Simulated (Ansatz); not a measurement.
# C2H7GeN: a ladder of functionals and wavefunction methods

One table from this session's results is given with a row withheld; the runs are named, their logs left out.

The runs use Ansatz 0.2.0, Gaussian basis; functionals in def2-TZVPP, the program's frozen cores in correlated methods.

Plan: LDA (SPW92), PBE-D4, revPBE-D4, BLYP-D4, r2SCAN-D4, B97M-V, PBE0-D4, B3LYP-D4, r2SCANh-D4, r2SCAN0-D4, HSE06-D4, BHLYP-D4, CAM-B3LYP-D4, LC-ωPBE, ωB97X-V, ωB97M-V, B2PLYP, PBE-QIDH; CCSD(T)/def2-SVP; CCSD(T)/def2-TZVPP; MP2/def2-QZVPP; extrapolation to the limit; RPA on PBE.

## Structure used throughout

The geometry comes from an earlier relaxation with PBE0-D4 in a triple-zeta def2 set; it is a stationary point, not always the lowest conformer.

SMILES `C[CH2][Ge][NH2]`, 11 atoms, charge 0, spin multiplicity 1.

Atoms are counted from 1 here; the program's logs count them from 0.

Bond lengths: C1–C2 1.528 Å, C1–H5 1.094 Å, C1–H6 1.094 Å, C1–H7 1.095 Å, C2–Ge3 2.010 Å, C2–H8 1.095 Å, C2–H9 1.094 Å, Ge3–N4 1.819 Å, N4–H10 1.009 Å, N4–H11 1.007 Å. Angles: C2–C1–H5 111.5°, C2–C1–H6 112.0°, C2–C1–H7 111.7°, H5–C1–H6 107.4°, H5–C1–H7 107.0°, H6–C1–H7 106.9°, C1–C2–Ge3 110.0°, C1–C2–H8 110.8°, C1–C2–H9 110.0°, Ge3–C2–H8 110.1°, Ge3–C2–H9 108.7°, H8–C2–H9 107.2°, C2–Ge3–N4 95.7°, Ge3–N4–H10 125.3°, Ge3–N4–H11 122.4°, H10–N4–H11 112.3°.

The first run:

File in.yaml:

```yaml
crystal:
  periodic: [false, false, false]
  atoms:
    - {symbol: C, position_ang: [-0.732715, 1.222909, 0.375809]}
    - {symbol: C, position_ang: [-0.261579, -0.132999, 0.898890]}
    - {symbol: Ge, position_ang: [1.621491, -0.488074, 0.293338]}
    - {symbol: N, position_ang: [1.158386, -1.282982, -1.276229]}
    - {symbol: H, position_ang: [-0.768225, 1.241294, -0.717151]}
    - {symbol: H, position_ang: [-1.733024, 1.476616, 0.739144]}
    - {symbol: H, position_ang: [-0.065305, 2.032611, 0.688918]}
    - {symbol: H, position_ang: [-0.924822, -0.933975, 0.555561]}
    - {symbol: H, position_ang: [-0.284914, -0.140953, 1.992922]}
    - {symbol: H, position_ang: [0.213222, -1.462637, -1.581730]}
    - {symbol: H, position_ang: [1.842884, -1.588808, -1.948874]}
basis:
  gaussian: {orbitals: def2-TZVPP}
hamiltonian: {xc: lda}
output: {orbitals: {seedname: orbitals}}
```

On the command line:

```bash
$ ansatz run in.yaml --threads 4 --pin off --events-out ev --progress --plain --max-ram 10444MiB
```

Among the steps run: LDA; PBE-D4 (GGA); revPBE-D4 (GGA); BLYP-D4 (GGA); r2SCAN-D4 (meta-GGA); B97M-V (meta-GGA); B3LYP-D4 (hybrid); r2SCANh-D4 (hybrid); r2SCAN0-D4 (hybrid); HSE06-D4 (hybrid); BHLYP-D4 (hybrid); CAM-B3LYP-D4 (range-separated); LC-ωPBE (range-separated); ωB97X-V (range-separated); ωB97M-V (range-separated); B2PLYP (double hybrid); PBE-QIDH (double hybrid).

One table of the session follows, with a row left open; its other results are not shown here.

It belongs to the step «Frontier levels by functional». 

```
  functional  HOMO (eV)  gap (eV)
 LDA (SPW92)      -5.16      2.82
      PBE-D4      -5.02      2.91
   revPBE-D4      -4.97      2.96
     BLYP-D4      -4.91      2.89
   r2SCAN-D4      -5.25      3.22
      B97M-V      -5.27      3.30
     PBE0-D4      -6.07      4.75
    B3LYP-D4      -5.90      4.36
  r2SCANh-D4          ?         ?
  r2SCAN0-D4      -6.23      4.94
    HSE06-D4      -5.68      3.98
    BHLYP-D4      -7.02      6.56
CAM-B3LYP-D4      -7.35      7.06
     LC-ωPBE      -8.61      9.45
     ωB97X-V      -8.30      9.03
     ωB97M-V      -8.20      8.80
```

Estimate the missing values for r2SCANh-D4.

Worked estimate for «HOMO (eV)». Against the share of exact exchange, r2SCAN-D4 (0, -5.25), r2SCAN0-D4 (0.25, -6.23) give a slope of -3.92 per unit share; at 0.1 the line stands at -5.64.

The run gave: HOMO (eV): -5.64; gap (eV): 3.91. In «HOMO (eV)» the line misses by 0.00.
